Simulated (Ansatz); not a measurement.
**C2HClFIn (SMILES C#[C][In]([F])[Cl]) at PBE0/def2-SVP (core potential)**

What is the energy change on altering one bond length of C2HClFIn at PBE0/def2-SVP (core potential)? 

Program for the calculation: Ansatz 0.2.0.

117 further runs of the same task are left out: 1 that didn't finish, 116 set aside as unsound or not needed.

## (1) Starting point

C2HClFIn has 6 atoms, charge 0, and is taken as a singlet. As SMILES, `C#[C][In]([F])[Cl]`. The shape is that of a PBE0-D4/def2-TZVP optimisation.

Bond lengths: C1–C2 1.206 Å, C2–In3 2.048 Å, In3–F4 1.933 Å, In3–Cl5 2.293 Å, C1–H6 1.067 Å. Angles: C1–C2–In3 179.4°, C2–In3–F4 120.7°, C2–In3–Cl5 127.6°, F4–In3–Cl5 111.7°, C2–C1–H6 179.8°.

## (2) A single-point energy at PBE0/def2-SVP (core potential)

Input file molecule.yaml:

```yaml
crystal:
  periodic: [false, false, false]
  atoms:
    - {symbol: C, position_ang: [1.088300, 0.340300, 1.700800]}
    - {symbol: C, position_ang: [0.438900, 0.120100, 0.708700]}
    - {symbol: In, position_ang: [-0.655800, -0.235700, -0.984700]}
    - {symbol: F, position_ang: [-1.773600, -1.806600, -1.123700]}
    - {symbol: Cl, position_ang: [-0.759200, 1.049500, -2.880900]}
    - {symbol: H, position_ang: [1.661500, 0.532400, 2.579900]}
basis:
  gaussian:
    orbitals: def2-SVP
hamiltonian:
  xc: pbe0
accuracy: high
output: {orbitals: {seedname: orbitals}}
```

Started as:

```bash
ansatz run molecule.yaml --threads 1 --pin off --max-ram 3480MiB --events-out events.jsonl --progress --plain --runs-dir runs
```

Log:

```text
Warning: RAYON_NUM_THREADS=1 ignored (pool sized by the plan → 1); use --threads N
Functional definition: PBE0
  name "PBE0"
  parameter a = 0.25
  parameter kappa = 0.804
  parameter beta = 0.06672455060314922
  exchange = (1 - a)*pbe_x(kappa = kappa, mu = beta*pi^2/3) + a*exact_x
  correlation = pbe_c(beta = beta)
1941 factors; integrals over basis functions are off by at most 3.4e-9 eV
mean field evaluation 1: about -22479.8227 eV, gradient 5.3e1 eV
mean field evaluation 2: about -22469.3571 eV, gradient 9.3e1 eV
mean field evaluation 4: about -22486.2366 eV, gradient 4.9e0 eV
mean field evaluation 8: about -22486.4236 eV, gradient 7.8e-1 eV
mean field evaluation 16: about -22486.4253 eV, gradient 5.6e-5 eV
mean field -22486.42526066 eV, -826.3608864829 hartree, gradient 6.2e-9 eV, S^2 0.000000; 0 other end points of the search recorded, 0 dependent functions left out
reference -22486.42526400 eV, -826.3608866056 hartree; 30, 30 occupied and 61, 61 virtual orbitals, 1941 factors
Total energy: -22486.42526400 eV, -826.3608866056 hartree
```

It took 9.6 s on 1 thread of Arm Neoverse V2, shared host; peak memory 0.32 GiB.

## (3) The distorted shape

Input file molecule.yaml:

```yaml
crystal:
  periodic: [false, false, false]
  atoms:
    - {symbol: C, position_ang: [1.119318, -0.045235, 2.269623]}
    - {symbol: C, position_ang: [0.469918, -0.265435, 1.277523]}
    - {symbol: In, position_ang: [-0.624782, -0.621235, -0.415877]}
    - {symbol: F, position_ang: [-1.742582, -2.192135, -0.554877]}
    - {symbol: Cl, position_ang: [-0.759200, 1.049500, -2.880900]}
    - {symbol: H, position_ang: [1.692518, 0.146865, 3.148723]}
basis:
  gaussian:
    orbitals: def2-SVP
output: {orbitals: {seedname: orbitals}}
accuracy: high
hamiltonian:
  xc: pbe0
magnetization:
  spin_polarized: false
```

Started as:

```bash
ansatz run molecule.yaml --threads 1 --pin off --max-ram 3480MiB --events-out events.jsonl --progress --plain --runs-dir runs
```

Log (excerpt; [...] marks lines left out):

```text
Warning: RAYON_NUM_THREADS=1 ignored (pool sized by the plan → 1); use --threads N
[... 7 set-up lines as earlier in the session ...]
1913 factors; integrals over basis functions are off by at most 1.5e-8 eV
mean field evaluation 1: about -22477.5143 eV, gradient 5.4e1 eV
mean field evaluation 2: about -22463.7312 eV, gradient 9.9e1 eV
mean field evaluation 4: about -22484.7185 eV, gradient 7.3e0 eV
mean field evaluation 8: about -22484.9629 eV, gradient 8.7e-1 eV
mean field evaluation 16: about -22484.9651 eV, gradient 8.6e-5 eV
mean field -22484.96511499 eV, -826.3072271190 hartree, gradient 2.8e-8 eV, S^2 0.000000; 0 other end points of the search recorded, 0 dependent functions left out
reference -22484.96511826 eV, -826.3072272393 hartree; 30, 30 occupied and 61, 61 virtual orbitals, 1913 factors
Total energy: -22484.96511826 eV, -826.3072272393 hartree
```

Run time: 8.4 s. Hardware: 1 thread of Arm Neoverse V2, shared host; peak memory 0.32 GiB.

## (4) Results

Level: PBE0/def2-SVP (core potential).

| quantity | value |
| --- | --- |
| first shape: total energy | -826.36089 Eh |
| first shape: HOMO energy | -8.90 eV |
| first shape: LUMO energy | -1.88 eV |
| first shape: HOMO–LUMO gap | 7.02 eV |
| distorted shape: total energy | -826.30723 Eh |
| distorted shape: HOMO energy | -7.76 eV |
| distorted shape: LUMO energy | -3.71 eV |
| distorted shape: HOMO–LUMO gap | 4.05 eV |
| energy change with the In3–Cl5 bond stretched from 2.293 to 2.981 Å | 1.460 eV |

What this shows: With the In3–Cl5 bond stretched from 2.293 to 2.981 Å the energy rises by 1.46 eV (141 kJ/mol). The first shape isn't relaxed at this level, so the change isn't measured from a minimum.
